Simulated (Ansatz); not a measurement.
# Cl2GaHO: the cost of one run

All numbers below are computed with Ansatz 0.2.0 (RKS PBE-D4/def2-SVP).

**1. The structure to begin with**

Bond lengths: O1–Ga2 1.429 Å, Ga2–Cl3 2.194 Å, Ga2–Cl4 1.627 Å, O1–H5 1.030 Å. Angles: O1–Ga2–Cl3 90.8°, O1–Ga2–Cl4 150.1°, Cl3–Ga2–Cl4 117.3°, Ga2–O1–H5 106.6°.

Structure file:

```xyz
5

O     0.0150    0.9805    0.4749
Ga   -0.2593   -0.2699   -0.1597
Cl    1.4432   -1.1991    0.8658
Cl   -1.2870   -1.2575   -0.9438
H     0.1380    1.6723   -0.2786
```

**2. End point A**

input.yaml reads:

```yaml
crystal:
  periodic: [false, false, false]
  atoms:
    - { symbol: O, position_ang: [0.015, 0.9805, 0.4749] }
    - { symbol: Ga, position_ang: [-0.2593, -0.2699, -0.1597] }
    - { symbol: Cl, position_ang: [1.4432, -1.1991, 0.8658] }
    - { symbol: Cl, position_ang: [-1.287, -1.2575, -0.9438] }
    - { symbol: H, position_ang: [0.138, 1.6723, -0.2786] }
basis:
  gaussian: { orbitals: def2-SVP }
hamiltonian:
  xc: pbe
  dispersion: d4
relax:
  f_tol: 0.015
  max_steps: 40
```

On the command line:

```bash
> ansatz run input.yaml --threads 1 --pin off --max-ram 2048MiB --backend cpu --events-out ev --progress --plain --runs-dir out
```

What time and memory should one allow on 1 thread of Intel Xeon at 2.70GHz, shared host?

About 33 s, with a peak of 0.14 GiB.
